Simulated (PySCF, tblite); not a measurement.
# C6H8Si2: dynamics, then NMR shifts on frames, part 2 of 2

tblite 0.8.0 and PySCF 2.14.0. Atoms count from 0. Earlier steps stand in the parts before.

## Step 5: Shielding tensors: 625 fs, PBE0/pcSseg-1

Job settings and geometry (Å):

```
{"job": {"kind": "nmr", "xc": "PBE0", "basis": "pcSseg-1", "pop": false}, "charge": 0, "multiplicity": 1}
C      4.096800     0.544100     1.463000
C      2.913700     0.530800     1.816100
Si     1.221000     0.663400     2.465900
C     -0.185600    -0.247700     1.744600
C     -0.981900    -0.891600     1.089900
Si    -2.099100    -1.910400    -0.019600
C     -3.150100    -0.421600    -0.831800
C     -4.449500    -0.336200    -0.739200
H      5.121900     0.487100     1.102100
H      0.969700     2.147800     2.710900
H      1.151600     0.132800     3.864400
H     -2.878400    -2.895100     0.704700
H     -1.370600    -2.694700    -1.047800
H     -2.597600     0.226500    -1.531700
H     -5.056100     0.494200    -1.038200
H     -4.889000    -1.064800    -0.171700
```

With the program's defaults for keys left out, this is: GIAO PBE0/pcSseg-1 NMR shielding, non-relativistic, gas phase.

The program printed:

```text
coarse grid: 14728 points
cycle   1  E = -811.5642551766  dE =  6.403e-01  |g| = 5.195e-01  |ddm| = 3.833e+00
cycle   2  E = -811.5533757381  dE =  1.088e-02  |g| = 5.486e-01  |ddm| = 1.087e+00
cycle   3  E = -811.6303344927  dE = -7.696e-02  |g| = 1.360e-01  |ddm| = 5.797e-01
cycle   4  E = -811.6341967546  dE = -3.862e-03  |g| = 6.049e-02  |ddm| = 1.235e-01
cycle   5  E = -811.6351420729  dE = -9.453e-04  |g| = 1.178e-02  |ddm| = 5.297e-02
cycle   6  E = -811.6351660645  dE = -2.399e-05  |g| = 7.282e-03  |ddm| = 1.471e-02
cycle   7  E = -811.6351793447  dE = -1.328e-05  |g| = 1.485e-03  |ddm| = 5.746e-03
cycle   8  E = -811.6351799344  dE = -5.897e-07  |g| = 1.739e-04  |ddm| = 1.483e-03
final grid: 134080 points
cycle   9  E = -811.6854621722  dE = -2.329e-05  |g| = 5.700e-03  |ddm| = 2.774e-02
cycle  10  E = -811.6854610870  dE =  1.085e-06  |g| = 5.991e-03  |ddm| = 1.198e-02
cycle  11  E = -811.6854709373  dE = -9.850e-06  |g| = 1.078e-03  |ddm| = 6.146e-03
cycle  12  E = -811.6854711571  dE = -2.198e-07  |g| = 5.467e-04  |ddm| = 1.064e-03
cycle  13  E = -811.6854712334  dE = -7.623e-08  |g| = 6.653e-05  |ddm| = 4.024e-04
cycle  14  E = -811.6854712344  dE = -9.998e-10  |g| = 2.488e-05  |ddm| = 8.542e-05
converged SCF energy = -811.6854712344

GIAO shielding tensors (ppm)
atom      isotropic    diamagn.    paramagn.     s11        s22        s33       span
  0 C       75.202     265.219    -190.017    -11.845     -7.827    245.279    257.125
  1 C      102.048     256.665    -154.617      5.835     10.174    290.136    284.301
  2 Si     455.074     880.419    -425.345    415.507    465.374    484.340     68.833
  3 C       74.071     267.915    -193.844    -21.232    -16.446    259.892    281.124
  4 C       63.351     266.420    -203.069    -38.299    -29.058    257.411    295.709
  5 Si     410.112     881.960    -471.848    356.930    422.385    451.020     94.090
  6 C       41.521     259.551    -218.030    -71.156     36.754    158.965    230.121
  7 C       51.310     253.019    -201.709    -70.280     55.989    168.220    238.499
  8 H       28.358      32.452      -4.094     23.579     23.651     37.843     14.263
  9 H       26.216      26.655      -0.439     22.489     25.242     30.917      8.428
 10 H       26.624      24.862       1.762     22.723     25.904     31.246      8.522
 11 H       27.302      28.900      -1.599     24.451     25.519     31.935      7.483
 12 H       26.570      29.860      -3.290     23.796     25.044     30.870      7.075
 13 H       25.067      34.469      -9.402     23.228     24.732     27.241      4.013
 14 H       25.481      28.960      -3.480     22.422     25.396     28.624      6.202
 15 H       26.779      30.164      -3.385     22.252     25.589     32.494     10.242
```

It took 23 s on 1 thread of Arm Neoverse V1, shared host; peak memory 0.83 GiB.

Key values: δ C6 145.4, C7 135.6, C4 123.6, C3 112.9, H13 6.65, H14 6.24 ppm.

## Step 6: Shielding tensors: 800 fs, PBE0/pcSseg-1

Job settings and geometry (Å):

```
{"job": {"kind": "nmr", "xc": "PBE0", "basis": "pcSseg-1", "pop": false}, "charge": 0, "multiplicity": 1}
C      4.224000     0.251400     1.997100
C      3.048300     0.335000     2.212900
Si     1.445700     0.711700     3.082400
C      0.223900    -0.118100     1.966800
C     -0.727000    -0.726800     1.464200
Si    -1.955600    -1.737300     0.592200
C     -3.069000    -0.526500    -0.376000
C     -4.323000    -0.251300    -0.017700
H      5.113900     0.135600     1.469000
H      1.176200     2.143800     2.805100
H      1.491100     0.429800     4.518000
H     -2.878500    -2.546600     1.436400
H     -1.094700    -2.876200    -0.218500
H     -2.579300     0.274300    -1.022300
H     -4.832800     0.631400    -0.182900
H     -4.770300    -0.774100     0.712900
```

With the program's defaults for keys left out, this is: GIAO PBE0/pcSseg-1 NMR shielding, non-relativistic, gas phase.

The program printed:

```text
coarse grid: 14728 points
cycle   1  E = -811.5515814672  dE =  6.856e-01  |g| = 5.206e-01  |ddm| = 3.820e+00
cycle   2  E = -811.5463380663  dE =  5.243e-03  |g| = 5.299e-01  |ddm| = 1.138e+00
cycle   3  E = -811.6221940345  dE = -7.586e-02  |g| = 6.765e-02  |ddm| = 6.231e-01
cycle   4  E = -811.6224634111  dE = -2.694e-04  |g| = 6.009e-02  |ddm| = 8.802e-02
cycle   5  E = -811.6233634823  dE = -9.001e-04  |g| = 1.131e-02  |ddm| = 4.592e-02
cycle   6  E = -811.6233866934  dE = -2.321e-05  |g| = 6.479e-03  |ddm| = 1.175e-02
cycle   7  E = -811.6233969984  dE = -1.030e-05  |g| = 1.505e-03  |ddm| = 5.402e-03
cycle   8  E = -811.6233975601  dE = -5.617e-07  |g| = 3.921e-04  |ddm| = 1.418e-03
final grid: 134080 points
cycle   9  E = -811.6741096399  dE = -2.486e-05  |g| = 5.706e-03  |ddm| = 3.014e-02
cycle  10  E = -811.6741085067  dE =  1.133e-06  |g| = 6.014e-03  |ddm| = 1.162e-02
cycle  11  E = -811.6741184610  dE = -9.954e-06  |g| = 9.516e-04  |ddm| = 6.035e-03
cycle  12  E = -811.6741186268  dE = -1.658e-07  |g| = 4.695e-04  |ddm| = 9.460e-04
cycle  13  E = -811.6741186807  dE = -5.396e-08  |g| = 1.327e-04  |ddm| = 3.972e-04
cycle  14  E = -811.6741186847  dE = -3.927e-09  |g| = 4.783e-05  |ddm| = 1.198e-04
cycle  15  E = -811.6741186852  dE = -5.316e-10  |g| = 1.659e-05  |ddm| = 4.913e-05
converged SCF energy = -811.6741186852

GIAO shielding tensors (ppm)
atom      isotropic    diamagn.    paramagn.     s11        s22        s33       span
  0 C       81.765     275.972    -194.206     -7.038     -1.906    254.241    261.279
  1 C       97.606     252.086    -154.480     -2.620      8.253    287.184    289.805
  2 Si     443.497     879.409    -435.912    412.660    443.469    474.362     61.702
  3 C       64.455     260.677    -196.222    -31.479    -28.752    253.597    285.076
  4 C       65.377     267.824    -202.447    -36.152    -29.031    261.315    297.467
  5 Si     414.656     882.661    -468.004    377.236    406.959    459.774     82.537
  6 C       40.749     263.976    -223.227    -78.312     28.618    171.941    250.253
  7 C       42.150     252.371    -210.222    -83.597     34.121    175.926    259.523
  8 H       30.020      36.479      -6.459     24.751     25.162     40.146     15.395
  9 H       26.659      28.192      -1.532     23.440     25.501     31.037      7.598
 10 H       26.735      25.047       1.688     23.306     25.130     31.771      8.465
 11 H       26.624      28.492      -1.868     24.108     25.206     30.559      6.452
 12 H       24.722      27.824      -3.102     21.862     23.629     28.676      6.814
 13 H       24.460      35.111     -10.651     22.625     23.831     26.924      4.299
 14 H       25.849      31.275      -5.426     22.321     26.411     28.814      6.493
 15 H       26.851      31.584      -4.732     21.796     27.430     31.327      9.531
```

Wall time 23 s (1 thread of Arm Neoverse V1, shared host); peak memory 0.85 GiB.

This run: δ C6 146.2, C7 144.8, C3 122.5, C4 121.5, H13 7.26, H12 6.99 ppm.

## Step 7: NMR shieldings: 1000 fs, PBE0/pcSseg-1

Job settings and geometry (Å):

```
{"job": {"kind": "nmr", "xc": "PBE0", "basis": "pcSseg-1", "pop": false}, "charge": 0, "multiplicity": 1}
C      4.329500     0.749000     2.222400
C      3.128600     0.636300     2.365400
Si     1.339700     0.920100     2.881200
C      0.236300    -0.312100     1.979700
C     -0.583000    -0.996700     1.398600
Si    -1.994500    -1.364700     0.255700
C     -2.831000     0.298000    -0.037300
C     -3.398900     1.105500     0.871100
H      5.398500     0.800500     2.170000
H      0.622900     2.201500     2.257000
H      1.158400     0.861500     4.271000
H     -3.029500    -2.398000     0.589200
H     -1.439500    -1.992500    -0.987300
H     -2.903300     0.531700    -1.127000
H     -4.001100     1.970000     0.622800
H     -3.333100     0.979300     1.971200
```

Level: GIAO PBE0/pcSseg-1 NMR shielding, non-relativistic, gas phase.

The program printed:

```text
coarse grid: 14728 points
cycle   1  E = -811.5650616760  dE =  5.623e-01  |g| = 5.179e-01  |ddm| = 3.793e+00
cycle   2  E = -811.5556202068  dE =  9.441e-03  |g| = 5.400e-01  |ddm| = 1.176e+00
cycle   3  E = -811.6347511240  dE = -7.913e-02  |g| = 7.753e-02  |ddm| = 6.222e-01
cycle   4  E = -811.6354001746  dE = -6.491e-04  |g| = 6.081e-02  |ddm| = 9.567e-02
cycle   5  E = -811.6363374522  dE = -9.373e-04  |g| = 8.479e-03  |ddm| = 4.618e-02
cycle   6  E = -811.6363555794  dE = -1.813e-05  |g| = 3.023e-03  |ddm| = 1.231e-02
cycle   7  E = -811.6363578796  dE = -2.300e-06  |g| = 1.175e-03  |ddm| = 3.324e-03
final grid: 134080 points
cycle   8  E = -811.6867390580  dE = -1.912e-05  |g| = 6.186e-03  |ddm| = 2.273e-02
cycle   9  E = -811.6867298574  dE =  9.201e-06  |g| = 8.545e-03  |ddm| = 1.251e-02
cycle  10  E = -811.6867474836  dE = -1.763e-05  |g| = 2.798e-03  |ddm| = 7.799e-03
cycle  11  E = -811.6867495079  dE = -2.024e-06  |g| = 3.487e-04  |ddm| = 2.240e-03
cycle  12  E = -811.6867495302  dE = -2.228e-08  |g| = 1.717e-04  |ddm| = 3.881e-04
cycle  13  E = -811.6867495378  dE = -7.672e-09  |g| = 3.033e-05  |ddm| = 1.459e-04
cycle  14  E = -811.6867495381  dE = -2.185e-10  |g| = 7.116e-06  |ddm| = 3.541e-05
converged SCF energy = -811.6867495381

GIAO shielding tensors (ppm)
atom      isotropic    diamagn.    paramagn.     s11        s22        s33       span
  0 C       78.426     260.585    -182.158    -11.999     -6.248    253.526    265.524
  1 C      102.457     257.099    -154.642      6.600     12.136    288.634    282.034
  2 Si     435.157     880.148    -444.991    413.964    422.069    469.439     55.475
  3 C       64.494     265.882    -201.388    -35.051    -27.737    256.269    291.321
  4 C       70.349     275.221    -204.872    -26.294    -22.183    259.523    285.817
  5 Si     425.140     882.599    -457.459    384.254    415.601    475.565     91.311
  6 C       47.280     262.023    -214.742    -67.091     31.183    177.749    244.841
  7 C       39.434     251.345    -211.911    -84.401     34.199    168.504    252.905
  8 H       29.049      32.188      -3.139     23.973     24.124     39.050     15.076
  9 H       24.908      28.426      -3.518     21.383     25.065     28.275      6.892
 10 H       27.618      26.905       0.713     23.837     26.368     32.648      8.811
 11 H       26.589      27.548      -0.959     23.954     24.370     31.443      7.488
 12 H       26.637      30.699      -4.062     23.698     25.007     31.205      7.507
 13 H       24.483      31.287      -6.804     22.643     24.315     26.491      3.849
 14 H       24.910      28.262      -3.352     22.291     24.749     27.689      5.397
 15 H       24.785      29.864      -5.079     21.492     24.553     28.308      6.816
```

Run time: 23 s. Hardware: 1 thread of Arm Neoverse V1, shared host; peak memory 0.91 GiB.

Key values: δ C7 147.5, C6 139.6, C3 122.4, C4 116.6, H13 7.23, H15 6.93 ppm.

## Step 8: Run by run: NMR shifts

Shifts (ppm) of some atoms, chosen among heavy atoms and hydrogens apart, with basis size and wall time:

| frame | C7 | C6 | C4 | H12 | H8 | Si5 | Si2 | functions | time |
| --- | --- | --- | --- | --- | --- | --- | --- | --- | --- |
| 250 fs | 138.3 | 134.5 | 133.4 | 5.15 | 0.61 | -65.7 | -86.5 | 190 | 24 s |
| 425 fs | 131.4 | 138.7 | 119.5 | 4.50 | 3.92 | -72.0 | -90.2 | 190 | 24 s |
| 625 fs | 135.6 | 145.4 | 123.6 | 5.15 | 3.36 | -61.0 | -105.9 | 190 | 23 s |
| 800 fs | 144.8 | 146.2 | 121.5 | 6.99 | 1.70 | -65.5 | -94.3 | 190 | 23 s |
| 1000 fs | 147.5 | 139.6 | 116.6 | 5.08 | 2.67 | -76.0 | -86.0 | 190 | 23 s |

## Step 9: Outcome

This closing draws on all 2 parts.

```
                                       quantity                                               value
                                     thermostat                                               400 K
                  mean temperature, second half                                               424 K
        mean potential energy above the minimum                                             0.74 eV
 ¹³C shifts against TMS (PBE0/pcSseg-1, 250 fs)         138.3, 134.5, 133.4, 120.7, 108.8, 95.0 ppm
  ¹H shifts against TMS (PBE0/pcSseg-1, 250 fs)  7.38, 6.75, 6.53, 5.52, 5.15, 4.81, 4.25, 0.61 ppm
²⁹Si shifts against TMS (PBE0/pcSseg-1, 250 fs)                                    -65.7, -86.5 ppm
                      range of the shift of Si2                                 -105.9 to -86.0 ppm
```

In words: In the second half the potential energy averages 0.74 eV above the minimum; equipartition over 42 harmonic modes at 400 K would give 0.72 eV. With 16 atoms the temperature swings widely (229 to 594 K). Shifts at one fixed geometry are not the observed spectrum, which averages over the motion. In ppm, Si2 moves most: its shift spreads over 19.9 ppm, from -105.9 (625 fs) to -86.0 (1000 fs).
